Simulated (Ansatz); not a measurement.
# H₃LiSiTe (SMILES [Li][SiH2][TeH]): one structure at several levels

One table from this session's results is given with a row withheld; the runs are named, their logs left out.

Program: Ansatz 0.2.0, Gaussian basis. Level of theory: single points in def2-TZVPP. These are calculated values, not measurements.

Cores are frozen in the correlated methods. Filled d shells of the heavier atoms are correlated. Core potentials replace the inner electrons past krypton, and spin-orbit coupling is left out. The outer core shell of Li, Na, Mg and K is correlated.

## The starting structure

6 atoms, charge 0, spin multiplicity 1.

Atoms are counted from 1 here; the program's logs count them from 0.

Bond lengths: Li1–Si2 2.452 Å, Li1–Te3 2.899 Å, Si2–Te3 2.578 Å, Si2–H4 1.480 Å, Si2–H5 1.486 Å, Te3–H6 1.696 Å. Angles: Si2–Li1–Te3 56.9°, Li1–Si2–Te3 70.3°, Li1–Si2–H4 126.2°, Li1–Si2–H5 136.0°, Te3–Si2–H4 96.2°, Te3–Si2–H5 101.3°, H4–Si2–H5 97.3°, Li1–Te3–Si2 52.8°, Li1–Te3–H6 53.8°, Si2–Te3–H6 87.6°.

Coordinates:

```xyz
6
H3LiSiTe
Li   -1.9100    0.6508    0.3398
Si   -0.0919   -0.5652   -0.7686
Te    0.7206    0.3182    1.5130
H     0.2832   -1.9781   -0.5369
H     1.0550   -0.2077   -1.6435
H    -0.0247    1.7921    1.1262
```

Set-up of the first run:

File run/in.yaml:

```yaml
crystal:
  periodic: [false, false, false]
  atoms:
    - {symbol: Li, position_ang: [-1.910000, 0.650800, 0.339800]}
    - {symbol: Si, position_ang: [-0.091900, -0.565200, -0.768600]}
    - {symbol: Te, position_ang: [0.720600, 0.318200, 1.513000]}
    - {symbol: H, position_ang: [0.283200, -1.978100, -0.536900]}
    - {symbol: H, position_ang: [1.055000, -0.207700, -1.643500]}
    - {symbol: H, position_ang: [-0.024700, 1.792100, 1.126200]}
basis:
  gaussian: {orbitals: def2-TZVPP}
correlation: {method: ccsd_t}
output: {forces: true}
```

No record of the launch command was kept for these runs.

Steps of the session up to this table: CCSD(T)/def2-TZVPP; PBE0-D4/def2-TZVPP; wB97M-V/def2-TZVPP; r2SCAN-D4/def2-TZVPP; PBE-D4/def2-TZVPP; SPW92/def2-TZVPP; HSE06-D4/def2-TZVPP.

One table of the session follows, with a row left open; its other results are not shown here.

| method | RMS force component (eV/Å) | angle to CCSD(T) forces (°) | dipole (D) |
| --- | --- | --- | --- |
| CCSD(T) | 0.270 | reference | 5.77 |
| PBE0-D4 | 0.255 | 17.0 | 5.54 |
| wB97M-V | 0.253 | 9.0 | 5.68 |
| r2SCAN-D4 | 0.252 | 13.3 | 5.63 |
| PBE-D4 | 0.291 | 35.9 | 5.38 |
| SPW92 | ? | ? | ? |
| HSE06-D4 | 0.257 | 17.0 | 5.54 |

Estimate the missing values for SPW92.

**Answer.** RMS force component (eV/Å): 0.285; angle to CCSD(T) forces (°): 40.4; dipole (D): 5.43. In the column «RMS force component (eV/Å)» it lies between CCSD(T) (0.270) and PBE-D4 (0.291).
